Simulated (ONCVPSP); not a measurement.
# An ONCV potential for fluorine, from input to tests

Task: generate the file, and judge it by its errors in other configurations, its logarithmic derivatives, its ghosts and its cutoff.

Program: ONCVPSP 4.0.1.1 (patched build). Reference atom: LDA (Perdew-Wang 92), scalar-relativistic, spherical and spin-unpolarised. All values are calculated.

## Step 1: The design

The settings as typed:

- element: fluorine (F, Z = 9)
- type: optimised norm-conserving Vanderbilt (ONCV)
- frozen core: [He]
- valence charge: 7
- reference configuration: 2s2 2p4 (charge +1)
- partial waves: 2s: rc 0.60 bohr, ncon 4, nbas 7, qcut 13.3 1/bohr, 2 projectors, debl 0.9 Ha; 2p: rc 1.35 bohr, ncon 3, nbas 8, qcut 11.1 1/bohr, 1 projector
- local potential: polynomial inside 0.60 bohr (lpopt 5, dvloc0 6 Ha)
- core correction: not asked for

An earlier all-electron run gives the scale for the radii.

All-electron outer shells of the reference configuration (LDA (PZ), scalar-relativistic, ld1.x):

| shell | level (eV) | outermost node (bohr) | outermost maximum (bohr) |
| --- | --- | --- | --- |
| 1s | -679.68 | – | 0.12 |
| 2s | -47.07 | 0.24 | 0.75 |
| 2p | -28.45 | – | 0.68 |

## Step 2: The generation run

F.dat reads:

```
# ATOM AND REFERENCE CONFIGURATION
# atsym  z   nc   nv     iexc    psfile
  F 9.00    1    2  -001012      upf
#
#   n    l    f
    1    0    2.00
    2    0    2.00
    2    1    4.00
#
# PSEUDOPOTENTIAL AND OPTIMIZATION
# lmax
    1
#
#   l,   rc,      ep,       ncon, nbas, qcut
    0    0.60    0.00    4    7   13.30
    1    1.35    0.00    3    8   11.10
#
# LOCAL POTENTIAL
# lloc, lpopt,  rc(5),   dvloc0
    4    5    0.60    6.00
#
# VANDERBILT-KLEINMAN-BYLANDER PROJECTORs
# l, nproj, debl
    0    2    0.90
    1    1    1.40
#
# MODEL CORE CHARGE
# icmod, fcfact, rcfact
    0    0.00    0.00
#
# LOG DERIVATIVE ANALYSIS
# epsh1, epsh2, depsh
   -3.00    5.00    0.02
#
# OUTPUT GRID
# rlmax, drl
    6.00    0.01
#
# TEST CONFIGURATIONS
# ncnf
    4
# nvcnf
#   n    l    f
    2
    2    0    2.00
    2    1    5.00
#
    2
    2    0    2.00
    2    1    3.00
#
    2
    2    0    2.00
    2    1    2.00
#
    2
    2    0    2.00
    2    1    1.00
#
```

Command:

```console
oncvpsp.x < F.dat > F.out
```

Before running it: what results should come out? Wanted: cutoffs for 1 and 0.1 mHa per electron, occupied waves; bound ghosts; GHOST(+) flags; largest test error; largest phase difference near zero energy, channels read; projector energies reset by the program.

The runs gave:

```
                                                quantity                   value
  cutoffs for 1 and 0.1 mHa per electron, occupied waves        57 Ha and 187 Ha
                                            bound ghosts         s at -436.49 eV
                                          GHOST(+) flags      none at low energy
                            largest test error (AE − PS)  +1622 meV, for 2s2 2p1
largest phase difference near zero energy, channels read               0.010 rad
                 projector energies reset by the program     s: -1.730, 0.250 Ha
```

In words: It has a bound ghost (s), a state that the atom doesn't have, and that rules the file out. The worst unpolarised test, 2s2 2p1, is off by 1622 meV on 185.1 eV; by total energies transferability rates as poor. That test lies far up in energy; among those under 40 eV, nearer to bonding, the largest error is 65 meV. It counts as hard, with 57 Ha needed at the looser tolerance. The tighter tolerance needs 187 Ha, and converged work needs a cutoff nearer that. At the looser tolerance the 2s wave is the slowest; 2p needs 40 Ha. Near zero energy the phases of the channels with partial waves agree within 0.010 rad. These are tests on the free atom; a crystal test is still owed.
